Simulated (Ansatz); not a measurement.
**B3LYP/6-31G(d) (Cartesian functions) run of CH7NOSi (SMILES CO[SiH2]N)**

Aim: the vertical singlet–triplet gap of CH7NOSi at B3LYP/6-31G* (Cartesian functions), from 2 runs. 

The results are computed with Ansatz 0.2.0.

123 further runs of the same task are left out: 123 set aside as unsound or not needed.

## (1) The structure to begin with

CH7NOSi: 11 atoms, total charge 0, spin state singlet. As SMILES, `CO[SiH2]N`. Geometry: relaxed at PBE0-D4/def2-TZVP. This is one conformer, not always the lowest.

Bond lengths: C1–O2 1.407 Å, O2–Si3 1.648 Å, Si3–N4 1.701 Å, C1–H5 1.097 Å, C1–H6 1.091 Å, C1–H7 1.097 Å, Si3–H8 1.488 Å, Si3–H9 1.488 Å, N4–H10 1.007 Å, N4–H11 1.007 Å. Some angles: C1–O2–Si3 122.1°, O2–Si3–N4 112.5°, O2–C1–H5 111.7°, O2–C1–H6 108.5°, O2–C1–H7 111.7°, O2–Si3–H8 108.4°, O2–Si3–H9 108.6°, N4–Si3–H8 108.4°, N4–Si3–H9 108.2°, Si3–N4–H10 120.7°.

## (2) A single-point energy at B3LYP/6-31G(d) (Cartesian functions)

in.yaml

```yaml
crystal:
  periodic: [false, false, false]
  atoms:
    - {symbol: C, position_ang: [-0.655300, 1.711900, 0.500200]}
    - {symbol: O, position_ang: [-0.610600, 0.508700, -0.227100]}
    - {symbol: Si, position_ang: [0.533800, -0.642700, 0.054300]}
    - {symbol: "N", position_ang: [0.344700, -2.006900, -0.943700]}
    - {symbol: H, position_ang: [0.258400, 2.302900, 0.362300]}
    - {symbol: H, position_ang: [-1.501500, 2.301200, 0.142400]}
    - {symbol: H, position_ang: [-0.790700, 1.531800, 1.573800]}
    - {symbol: H, position_ang: [0.421900, -1.079900, 1.472300]}
    - {symbol: H, position_ang: [1.874600, -0.055000, -0.212100]}
    - {symbol: H, position_ang: [-0.403400, -2.661100, -0.783300]}
    - {symbol: H, position_ang: [0.593600, -1.968000, -1.918400]}
basis:
  gaussian:
    orbitals: "6-31G*"
magnetization:
  spin_polarized: false
hamiltonian:
  xc: {name: B3LYP}
accuracy: high
output: {orbitals: {seedname: orbitals}}
```

Started as:

```sh
$ ansatz run in.yaml --threads 1 --pin off --max-ram 3480MiB --events-out events.jsonl --progress --plain --runs-dir runs
```

Standard output:

```text
Warning: RAYON_NUM_THREADS=1 ignored (pool sized by the plan → 1); use --threads N
Functional definition: B3LYP
  name "B3LYP"
  parameter a0 = 0.2
  parameter ax = 0.72
  parameter ac = 0.81
  exchange = (1 - a0 - ax)*slater_x + ax*b88_x + a0*exact_x
  correlation = (1 - ac)*vwn_rpa_c + ac*lyp_c
1821 factors; integrals over basis functions are off by at most 7.2e-9 eV
mean field evaluation 1: about -12557.9562 eV, gradient 6.9e1 eV
mean field evaluation 2: about -12545.9614 eV, gradient 1.0e2 eV
mean field evaluation 4: about -12566.9482 eV, gradient 5.1e0 eV
mean field evaluation 8: about -12567.1735 eV, gradient 4.1e-1 eV
mean field evaluation 16: about -12567.1739 eV, gradient 7.0e-6 eV
mean field -12567.17389490 eV, -461.8351223010 hartree, gradient 5.0e-8 eV, S^2 0.000000; 0 other end points of the search recorded, 0 dependent functions left out
reference -12567.17393457 eV, -461.8351237592 hartree; 21, 21 occupied and 57, 57 virtual orbitals, 1821 factors
Total energy: -12567.17393457 eV, -461.8351237592 hartree
```

It took 7.2 s on 1 thread of Arm Neoverse V2, shared host; peak memory 0.25 GiB.

## (3) The triplet at the same level

Edit in.yaml of step 2 so:

```diff
@@ -18,3 +18,4 @@
 magnetization:
-  spin_polarized: false
+  spin_polarized: true
+  initial_magnetization: 2
 hamiltonian:
@@ -22,2 +23,3 @@
 accuracy: high
-output: {orbitals: {seedname: orbitals}}
+output:
+  orbitals: {seedname: orbitals}
```

Started as:

```sh
$ ansatz run in.yaml --threads 1 --pin off --max-ram 3480MiB --events-out events.jsonl --progress --plain --runs-dir runs
```

Standard output, cut to the lines that bear on the results:

```text
Warning: RAYON_NUM_THREADS=1 ignored (pool sized by the plan → 1); use --threads N
[... 7 set-up lines as earlier in the session ...]
1820 factors; integrals over basis functions are off by at most 7.2e-9 eV
mean field evaluation 1: about -12548.2176 eV, gradient 5.1e1 eV
mean field evaluation 2: about -12518.7476 eV, gradient 8.7e1 eV
mean field evaluation 4: about -12555.4467 eV, gradient 3.0e1 eV
mean field evaluation 8: about -12560.0779 eV, gradient 1.5e0 eV
mean field evaluation 16: about -12560.3135 eV, gradient 8.2e-3 eV
mean field evaluation 32: about -12560.3135 eV, gradient 2.8e-5 eV
mean field evaluation 64: about -12560.2907 eV, gradient 5.9e-1 eV
mean field -12560.31351207 eV, -461.5830078824 hartree, gradient 1.9e-8 eV, S^2 2.002454; 5 other end points of the search recorded, 0 dependent functions left out
reference -12560.31355513 eV, -461.5830094648 hartree; 22, 20 occupied and 56, 58 virtual orbitals, 1820 factors
Total energy: -12560.31355513 eV, -461.5830094648 hartree
```

Run time: 27 s. Hardware: 1 thread of Arm Neoverse V2, shared host; peak memory 0.37 GiB.

## (4) Results

Level: B3LYP/6-31G* (Cartesian functions).

| quantity | value |
| --- | --- |
| singlet: total energy | -461.83512 Eh |
| singlet: HOMO energy | -7.17 eV |
| singlet: LUMO energy | 1.27 eV |
| singlet: HOMO–LUMO gap | 8.44 eV |
| triplet: total energy | -461.58301 Eh |
| triplet: HOMO energy (highest over α and β) | -1.19 eV |
| triplet: ⟨S²⟩ | 2.002 |
| vertical energy of the triplet above the singlet | 6.860 eV |

What this shows: At this shape the triplet lies 6.86 eV (662 kJ/mol) above the singlet.
